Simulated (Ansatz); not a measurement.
# Ga8Sb3As5: the cost of one run

Program: Ansatz 0.2.0. Level of theory: DFT PBEsol, scalar-relativistic, plane waves, PAW, and further levels as typed in the inputs. These are calculated values, not measurements.

## 1. Starting point

The structure is trigonal, space group R3m (No. 160). Conventional cell: a = 8.230 Å, b = 8.230 Å, c = 20.159 Å, α = 90.00°, β = 90.00°, γ = 120.00°. Ga (site symmetry 3m) has 1 As at 2.52 Å and 3 Sb at 2.52 Å as nearest neighbours. Ga (site symmetry m) has 1 Sb at 2.52 Å and 3 As at 2.52 Å as nearest neighbours. Ga (site symmetry m) has 2 Sb at 2.52 Å and 2 As at 2.52 Å as nearest neighbours. Sb (site symmetry m) has 4 Ga at 2.52 Å as nearest neighbours. As (site symmetry 3m) has 4 Ga at 2.52 Å as nearest neighbours. As (site symmetry m) is surrounded by 4 Ga at 2.52 Å. Ga (site symmetry 3m) is surrounded by 4 As at 2.52 Å.

Coordinates:

```cif
data_structure
_symmetry_space_group_name_H-M 'P 1'
_symmetry_Int_Tables_number 1
_cell_length_a 8.2297
_cell_length_b 8.2297
_cell_length_c 8.2297
_cell_angle_alpha 60.000
_cell_angle_beta 60.000
_cell_angle_gamma 60.000
_cell_volume 394.13
loop_
_atom_site_label
_atom_site_type_symbol
_atom_site_fract_x
_atom_site_fract_y
_atom_site_fract_z
_atom_site_occupancy
Ga1 Ga 0.00000 0.00000 0.00000 1
Ga2 Ga 0.00000 0.00000 0.50000 1
Ga3 Ga 0.00000 0.50000 0.00000 1
Ga4 Ga 0.00000 0.50000 0.50000 1
Sb1 Sb 0.12500 0.12500 0.12500 1
As1 As 0.12500 0.12500 0.62500 1
Sb2 Sb 0.12500 0.62500 0.12500 1
As2 As 0.12500 0.62500 0.62500 1
Ga5 Ga 0.50000 0.00000 0.00000 1
Ga6 Ga 0.50000 0.00000 0.50000 1
Ga7 Ga 0.50000 0.50000 0.00000 1
Ga8 Ga 0.50000 0.50000 0.50000 1
Sb3 Sb 0.62500 0.12500 0.12500 1
As3 As 0.62500 0.12500 0.62500 1
As4 As 0.62500 0.62500 0.12500 1
As5 As 0.62500 0.62500 0.62500 1
```

## 2. Relaxing the atoms: Ga8Sb3As5, no spin

Input file input.yaml:

```yaml
crystal:
  lattice:
    - [0.0, 5.8193, 5.8193]
    - [5.8193, 0.0, 5.8193]
    - [5.8193, 5.8193, 0.0]
  atoms:
    - { symbol: Ga, position: [0.0, 0.0, 0.0] }
    - { symbol: Ga, position: [0.0, 0.0, 0.5] }
    - { symbol: Ga, position: [0.0, 0.5, 0.0] }
    - { symbol: Ga, position: [0.0, 0.5, 0.5] }
    - { symbol: Sb, position: [0.125, 0.125, 0.125] }
    - { symbol: As, position: [0.125, 0.125, 0.625] }
    - { symbol: Sb, position: [0.125, 0.625, 0.125] }
    - { symbol: As, position: [0.125, 0.625, 0.625] }
    - { symbol: Ga, position: [0.5, 0.0, 0.0] }
    - { symbol: Ga, position: [0.5, 0.0, 0.5] }
    - { symbol: Ga, position: [0.5, 0.5, 0.0] }
    - { symbol: Ga, position: [0.5, 0.5, 0.5] }
    - { symbol: Sb, position: [0.625, 0.125, 0.125] }
    - { symbol: As, position: [0.625, 0.125, 0.625] }
    - { symbol: As, position: [0.625, 0.625, 0.125] }
    - { symbol: As, position: [0.625, 0.625, 0.625] }
scf:
  occupations: { method: gaussian, width: 0.01 }
output:
  forces: true
  stress: true
hamiltonian:
  xc: pbesol
kpoints:
  mp_grid: { grid: [3, 3, 3] }
relax:
  f_tol: 0.005
```

Started as:

```sh
$ ansatz run input.yaml --threads 16 --pin off --max-ram 49152MiB --backend cpu --events-out ev --progress --plain --runs-dir out
```

What time and memory should one allow on 16 threads of Intel Xeon Platinum 8488C (Sapphire Rapids), shared host?

About 9 s, with a peak of 1.8 GiB.
